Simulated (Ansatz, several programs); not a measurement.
Ge (diamond), relaxed with r2SCAN in Ansatz (plane waves, PAW): the symmetry is Fd-3m (No. 227, cubic); conventional cell a = 5.674 Å, 22.83 Å³ an atom. Around Ge lie 4 Ge at 2.46 Å. The cell was then scaled with its shape and fractional coordinates held. The values are computed, spin-unpolarised, and not measurements.

```
V (Å³/atom)  E (meV/atom)
     21.461         20.16
     22.146          4.58
     22.831          0.00
     24.201         16.10
```

(1) Pass a cubic E = c₀ + c₁u + c₂u² + c₃u³, with u = V − 22.660 Å³, through these points.

(2) Where is the minimum, and what bulk modulus follows?

(3) Predict the energy and the pressure at the withheld volume, 23.516 Å³.

Results:

(1) c₀ = 0.22, c₁ = -2.990, c₂ = 10.174, c₃ = -1.0034 (meV and Å³).

(2) dE/du = 0 at u = +0.150, so V₀ = 22.81 Å³. B = V₀ d²E/dV² = 22.81 × (2c₂ + 6c₃u) = 22.81 × 19.444 = 444 meV/Å³, and 1 meV/Å³ is 0.16022 GPa: 71 GPa. A third-order Birch-Murnaghan fit to all five points gives 22.80 Å³ and 70 GPa.

(3) With u = +0.856: E ≈ 4.49 meV and P = −dE/dV ≈ -1.96 GPa. The run gives 4.65 meV and, from its stress, -2.00 GPa.
